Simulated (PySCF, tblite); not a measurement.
# C2F2NO4S2−: geometry, infrared bands and NMR shifts

What infrared bands and NMR shifts should C2F2NO4S2− (`N#C[C-](S(=O)(=O)F)S(=O)(=O)F`) show?

Programs: tblite 0.8.0 and PySCF 2.14.0, with density-fitted response routines of our own. Each step states its level of theory. These are calculated values for one molecule in the gas phase, unless marked as measured. Atoms are numbered from 0 throughout.

## 1. Starting geometry

11 atoms, charge -1, multiplicity 1; geometry from: force field or distance geometry start.

Bonds of the start (Å): N0–C1 1.15, C1–C2 1.40, C2–S3 1.67, S3–O4 1.45, S3–O5 1.45, S3–F6 1.60, C2–S7 1.67, S7–O8 1.45, S7–O9 1.45, S7–F10 1.60.

## 2. Optimising the geometry with GFN2-xTB

What the job is given:

```
{"job": {"kind": "relax", "xc": "GFN2-xTB", "basis": "xTB"}, "charge": -1, "multiplicity": 1}
N     -0.843600     2.847400     0.519800
C     -0.530200     1.760800     0.310400
C     -0.124000     0.440500     0.083000
S      1.274800     0.111300    -0.758900
O      2.324100     1.024200    -0.361300
O      0.955500    -0.125900    -2.148100
F      1.781600    -1.305700    -0.221800
S     -1.049700    -0.837700     0.615800
O     -2.461700    -0.559300     0.452600
O     -0.537200    -1.310300     1.883600
F     -0.784100    -2.042800    -0.401100
```

On the command line:

```bash
$ OMP_NUM_THREADS=1 python probes_run.py task.json out
```

One launch serves the whole session: the jobs run in the order shown.

**Question.** This job is followed by: GFN2-xTB harmonic vibrations, gas phase; GIAO PBE0/pcSseg-1 NMR shielding, non-relativistic, gas phase. What will the session give for the following? strongest single infrared mode (GFN2-xTB); zero-point energy (GFN2-xTB); ¹³C shifts against TMS (PBE0/pcSseg-1); ¹⁵N shifts against NH3 (PBE0/pcSseg-1); ³³S shifts against CS2 (PBE0/pcSseg-1, means over atoms taken as alike); ¹⁷O shifts against H2O (PBE0/pcSseg-1, means over atoms taken as alike); ¹⁹F shifts against CFCl3 (PBE0/pcSseg-1, means over atoms taken as alike).

The runs gave:

| quantity | value |
| --- | --- |
| strongest single infrared mode (GFN2-xTB) | 1310 cm⁻¹, 824 km/mol |
| zero-point energy (GFN2-xTB) | 23.4 kcal/mol |
| ¹³C shifts against TMS (PBE0/pcSseg-1) | 117.4, 74.2 ppm |
| ¹⁵N shifts against NH3 (PBE0/pcSseg-1) | 326.7 ppm |
| ³³S shifts against CS2 (PBE0/pcSseg-1, means over atoms taken as alike) | 359 ppm |
| ¹⁷O shifts against H2O (PBE0/pcSseg-1, means over atoms taken as alike) | 261.4 ppm |
| ¹⁹F shifts against CFCl3 (PBE0/pcSseg-1, means over atoms taken as alike) | 102.6 ppm |

**Reading.** Over 99 steps the energy fell by 0.633 eV; of the close pairs, S7–F10 changed most, 1.599 to 1.673 Å. All 27 modes are real, so the xTB geometry is a minimum. The strongest single mode, at 1310 cm⁻¹, has its largest shares on C2, S7, S3 and O9 (the list is cut at 4 atoms). Unscaled tight-binding wavenumbers are off by several per cent, some by more. Its intensities can rank the bands wrongly. At PBE0/pcSseg-1: The largest span, 461 ppm, is at F6, F10, where the paramagnetic term is -411 ppm.
